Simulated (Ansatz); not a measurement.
**Ca3Os2: one candidate of a structure search**

The task: take a trial cell of Ca3Os2 to zero force and stress.

Computed with Ansatz 0.2.0 (DFT PBE, scalar-relativistic, plane waves, PAW, unless a step's input says otherwise).

2 further runs of the same task are left out: 1 that didn't finish, 1 set aside as unsound or not needed.

**1. The system as given**

It takes space group P-3m1 (No. 164, trigonal). The conventional cell has a = 4.443 Å, b = 4.443 Å, c = 7.040 Å, α = 90.00°, β = 90.00°, γ = 120.00°. Ca (site symmetry -3m) is surrounded by 6 Os at 3.03 Å. Ca (site symmetry 3m) is surrounded by 4 Os at 2.74 to 2.85 Å. Os (site symmetry 3m) has 7 Ca at 2.74 to 3.03 Å as nearest neighbours.

Coordinates:

```cif
data_structure
_symmetry_space_group_name_H-M 'P 1'
_symmetry_Int_Tables_number 1
_cell_length_a 4.4435
_cell_length_b 4.4435
_cell_length_c 7.0403
_cell_angle_alpha 90.000
_cell_angle_beta 90.000
_cell_angle_gamma 120.000
_cell_volume 120.38
loop_
_atom_site_label
_atom_site_type_symbol
_atom_site_fract_x
_atom_site_fract_y
_atom_site_fract_z
_atom_site_occupancy
Ca1 Ca 0.00000 0.00000 0.00000 1
Ca2 Ca 0.33333 0.66667 0.36662 1
Ca3 Ca 0.66667 0.33333 0.63338 1
Os1 Os 0.33333 0.66667 0.77187 1
Os2 Os 0.66667 0.33333 0.22813 1
```

A structure generator made this guess: species swapped into a database cell of Mg3Sb2 (P-3m1, No. 164), with Ca on the Mg sites and Os on the Sb sites. Lengths come from tabulated atomic sizes and are only a guess.

**2. Probe: one point on a coarse mesh**

File input.yaml:

```yaml
crystal:
  lattice:
    - [4.44346451, 0.0, 0.0]
    - [-2.22173225, 3.84815314, 0.0]
    - [0.0, 0.0, 7.04028059]
  atoms:
    - { symbol: Ca, position: [0.0, 0.0, 0.0] }
    - { symbol: Ca, position: [0.33333333, 0.66666667, 0.36661553] }
    - { symbol: Ca, position: [0.66666667, 0.33333333, 0.63338447] }
    - { symbol: Os, position: [0.33333333, 0.66666667, 0.77187395] }
    - { symbol: Os, position: [0.66666667, 0.33333333, 0.22812605] }
basis:
  ecutwfc: 420
kpoints:
  mp_grid: { grid: [6, 6, 4] }
hamiltonian:
  xc: pbe
scf:
  occupations: { method: gaussian, width: 0.1 }
  lower_state_search: "off"
output:
  forces: true
  stress: true
  eigenvalues: true
```

The run is started by

```console
> ansatz run input.yaml --threads 1 --pin off --max-ram 2560MiB --backend cpu --events-out ev --progress --plain --runs-dir out
```

The session goes on with these runs: rough relaxation on the coarse mesh; spin check on a coarse mesh; full relaxation.

Before running it: what results should come out? Wanted: conventional cell; volume; energy over the elements; gap on the mesh.

As calculated:

| quantity | value |
| --- | --- |
| symmetry at the end (tolerance 0.05 Å) | space group P-3m1 (No. 164) |
| conventional cell | a = 4.867 Å, b = 4.867 Å, c = 6.004 Å, α = 90.00°, β = 90.00°, γ = 120.00° |
| volume | 24.63 Å³/atom |
| energy over the elements | +0.63 eV/atom |
| gap on the mesh | none (metal) |

In words: The space group P-3m1 (No. 164) is kept, and the volume per atom grows by 2.3 % from the first guess. With a positive formation energy it can't be a ground state. No finished test with a distortion of lower symmetry is shown, so the end may be a saddle point. Spin-orbit coupling is left out for Os. Other magnetic orders were not searched.
